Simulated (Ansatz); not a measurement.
**BClHSe radical (SMILES ClB[Se]): one structure at several levels**

The atoms stand at a structure displaced at random from a GFN2-xTB minimum. How far do the functionals agree with CCSD(T) there?

The runs use Ansatz 0.2.0, Gaussian basis; single points in def2-TZVPP.

Cores are frozen in the correlated methods. Filled d shells of the heavier atoms are correlated. Orbitals are unrestricted. B3LYP uses VWN-RPA correlation.

## (1) The system as given

SMILES `ClB[Se]`, 4 atoms, charge 0, spin multiplicity 2.

Atoms are counted from 1 here; the program's logs count them from 0.

Bond lengths: Cl1–B2 1.798 Å, B2–Se3 1.938 Å, B2–H4 1.246 Å. Angles: Cl1–B2–Se3 120.7°, Cl1–B2–H4 119.0°, Se3–B2–H4 120.3°.

As a file:

```xyz
4
BClHSe
Cl   -1.6530   -0.5628    0.2234
B    -0.0200    0.1170   -0.0990
Se    1.5524   -0.6422    0.7429
H     0.0874    1.0925   -0.8668
```

## (2) CCSD(T)/def2-TZVPP

run/in.yaml reads:

```yaml
crystal:
  periodic: [false, false, false]
  atoms:
    - {symbol: Cl, position_ang: [-1.653000, -0.562800, 0.223400]}
    - {symbol: B, position_ang: [-0.020000, 0.117000, -0.099000]}
    - {symbol: Se, position_ang: [1.552400, -0.642200, 0.742900]}
    - {symbol: H, position_ang: [0.087400, 1.092500, -0.866800]}
basis:
  gaussian: {orbitals: def2-TZVPP}
magnetization: {spin_polarized: true, initial_magnetization: 1}
correlation: {method: ccsd_t}
scf: {omitted_lower_state_checks: [cluster_reference]}
output: {forces: true}
```

No record of the launch command was kept for these runs.

## (3) PBE0-D4/def2-TZVPP

run/in.yaml: that of step 2 with these lines changed.

```diff
@@ -10,4 +10,3 @@
 magnetization: {spin_polarized: true, initial_magnetization: 1}
-correlation: {method: ccsd_t}
-scf: {omitted_lower_state_checks: [cluster_reference]}
-output: {forces: true}
+hamiltonian: {xc: pbe0, dispersion: d4}
+output: {forces: true, orbitals: {seedname: orbitals}}
```

## (4) wB97M-V/def2-TZVPP

run/in.yaml: that of step 3 with these lines changed.

```diff
@@ -10,3 +10,3 @@
 magnetization: {spin_polarized: true, initial_magnetization: 1}
-hamiltonian: {xc: pbe0, dispersion: d4}
-output: {forces: true, orbitals: {seedname: orbitals}}
+hamiltonian: {xc: {name: wB97M-V}}
+output: {forces: true}
```

## (5) r2SCAN-D4/def2-TZVPP

run/in.yaml: that of step 4 with these lines changed.

```diff
@@ -10,3 +10,3 @@
 magnetization: {spin_polarized: true, initial_magnetization: 1}
-hamiltonian: {xc: {name: wB97M-V}}
+hamiltonian: {xc: r2scan, dispersion: d4}
 output: {forces: true}
```

## (6) PBE-D4/def2-TZVPP

run/in.yaml: that of step 5 with these lines changed.

```diff
@@ -10,3 +10,3 @@
 magnetization: {spin_polarized: true, initial_magnetization: 1}
-hamiltonian: {xc: r2scan, dispersion: d4}
+hamiltonian: {xc: pbe, dispersion: d4}
 output: {forces: true}
```

## (7) r2SCANh-D4/def2-TZVPP

run/in.yaml: that of step 6 with these lines changed.

```diff
@@ -10,3 +10,3 @@
 magnetization: {spin_polarized: true, initial_magnetization: 1}
-hamiltonian: {xc: pbe, dispersion: d4}
+hamiltonian: {xc: {name: r2SCANh}, dispersion: d4}
 output: {forces: true}
```

## (8) B3LYP-D4/def2-TZVPP

run/in.yaml: that of step 7 with these lines changed.

```diff
@@ -10,3 +10,3 @@
 magnetization: {spin_polarized: true, initial_magnetization: 1}
-hamiltonian: {xc: {name: r2SCANh}, dispersion: d4}
+hamiltonian: {xc: {name: B3LYP}, dispersion: d4}
 output: {forces: true}
```

(Steps that only read results are left out.)

Q: Predict the outcome of this session. Wanted: energy less free atoms, CCSD(T)/def2-TZVPP; RMS force component; RMS force error; HOMO and LUMO, PBE0-D4; T1 diagnostic.

As calculated:

| quantity | value |
| --- | --- |
| energy less free atoms, CCSD(T)/def2-TZVPP | -11.912 eV |
| RMS force component | 0.441 to 0.574 eV/Å over the methods |
| RMS force error | PBE0-D4 0.102, wB97M-V 0.066, r2SCAN-D4 0.078, PBE-D4 0.127, r2SCANh-D4 0.083, B3LYP-D4 0.031 eV/Å |
| HOMO and LUMO, PBE0-D4 | -7.73 and -4.66 eV |
| T1 diagnostic | 0.013 |

Against CCSD(T) the functionals' energies less atoms differ by -0.912 to -0.408 eV, PBE-D4 by -0.912 eV. A larger basis would deepen the CCSD(T) value, while the functionals are nearly converged already, so the order here is not reliable. The forces of B3LYP-D4 come nearest to CCSD(T), those of PBE-D4 are farthest. Frozen-core CCSD(T) forces in triple zeta carry basis errors of their own, and this is one geometry, so small gaps rank nothing.
